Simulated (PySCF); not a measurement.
**How the numerical set-up moves the result for SnAs**

Which parts of the numerical set-up matter for SnAs? Each run edits the base script.

Computed with PySCF 2.14.0. Level: each script names its method and basis.

7 further runs of the same task are left out: 2 for a known fault of the program, 5 that didn't finish.

## Step 1: Starting geometry

SnAs: 2 atoms, charge 0, spin multiplicity 2.

Bond lengths: Sn1–As2 2.525 Å.

## Step 2: The run that the others are compared with

input.py

```python
from pyscf import gto, scf, mp

mol = gto.M(
    atom='Sn 0 0 0; As 0 0 2.525',
    basis='def2-svp',
    ecp={'Sn': 'def2-svp'},
    charge=0,
    spin=1,
    verbose=3,
)
mf = scf.UHF(mol)
mf.kernel()
mp.MP2(mf).kernel()
mf.dip_moment()
print('orbital energies (hartree):', [e[max(0, n-3):n+3].round(4) for e, n in zip(mf.mo_energy, mol.nelec)])
```

Command:

```
> OMP_NUM_THREADS=1 python input.py
```

The log of this run is left out.

Base result: E(SCF) = -2447.227234 Eh, E(MP2) − E(SCF) = -0.37524 Eh, ⟨S²⟩ = 0.782, μ = 3.12 D (of the SCF density).

The bond length is a typed value, not an optimised one.

## Step 3: Core potential off

Run 1 changes core potential: on → off. The core potential changes with it: totals don't compare.

input.py

```python
from pyscf import gto, scf, mp

mol = gto.M(
    atom='Sn 0 0 0; As 0 0 2.525',
    basis='def2-svp',
    charge=0,
    spin=1,
    verbose=3,
)
mf = scf.UHF(mol)
mf.kernel()
mp.MP2(mf).kernel()
mf.dip_moment()
print('orbital energies (hartree):', [e[max(0, n-3):n+3].round(4) for e, n in zip(mf.mo_energy, mol.nelec)])
```

Command:

```
> OMP_NUM_THREADS=1 python input.py
```

## Step 4: Density fitting def2-universal-jkfit

Run 2 changes density fitting: none → def2-universal-jkfit.

Edit input.py of step 2 so:

```diff
@@ -11,2 +11,3 @@
 mf = scf.UHF(mol)
+mf = mf.density_fit(auxbasis='def2-universal-jkfit')
 mf.kernel()
```

Before running it: what results should come out? Wanted: for each run, E(SCF); from base; gap, α spin; SCF dipole; after the SCF.

As calculated:

```tsv
run	E(SCF) (hartree)	from base (eV)	gap, α spin (eV)	SCF dipole (D)	functions	after the SCF
base	-2447.227234	0	n/a	3.12	58	MP2 correlation -10.211 eV
core potential off (poor choice)	-3875.442673	not comparable	4.91	3.87	58	MP2 correlation -7.771 eV
density fitting def2-universal-jkfit	-2447.227143	+0.0025	n/a	3.12	58	MP2 correlation -10.211 eV
```

In words: Rows marked «poor choice» come from settings spoiled on purpose.
